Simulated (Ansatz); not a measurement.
Mo2S4I in Ansatz: the effect of dispersion

Mo2S4I, a slab with vacuum:

```
S Mo I
1.0
     6.32600    0.00000    0.00000
    -3.16300    5.47848    0.00000
     0.00000    0.00000   23.76749
S Mo I
8 4 2
Direct
  0.66667 0.33333 0.33659
  0.66667 0.83333 0.33659
  0.16667 0.33333 0.33659
  0.16667 0.83333 0.33659
  0.66667 0.33333 0.46296
  0.66667 0.83333 0.46296
  0.16667 0.33333 0.46296
  0.16667 0.83333 0.46296
  0.33333 0.16667 0.39979
  0.33333 0.66667 0.39979
  0.83333 0.16667 0.39979
  0.83333 0.66667 0.39979
  0.50000 0.50000 0.55216
  0.50000 0.50000 0.66845
```

The cell isn't the ideal one: I2 (upright) over a hollow site of the (0 0 1) slab of MoS2, cut from the database cell, not relaxed.

Alike in all runs:

```yaml
Program: Ansatz 0.2.0
Task: relaxation of the atoms
Functional: PBE
Potentials_or_basis: Ansatz PAW
Cutoff: "420 eV (not typed: the program's choice for these potentials)"
k_mesh: 5 × 5 × 1
Occupations: fermi-dirac, width 0.05 eV
Spin: no spin polarisation
```

Each run relaxes the cell or the atoms first.

Question: One run gave: gap on the mesh 1.50 eV. Which dispersion did it use?
A. D3(BJ)
B. D3(BJ)-ATM
C. none
D. D4

Answer: C.

| dispersion | gap on the mesh (eV) |
| --- | --- |
| none | 1.50 |
| D3(BJ) | 1.39 |
| D3(BJ)-ATM | 1.40 |
| D4 | 1.39 |

Caveats: odd divisions of the mesh miss points on the zone boundary, where band edges often lie, so the gap on the mesh can be too wide; spin-orbit coupling is left out, which moves the levels of the heavy elements.

A k mesh can miss the band edges.

A gap of «none» marks a metal or a gap under the smearing width.
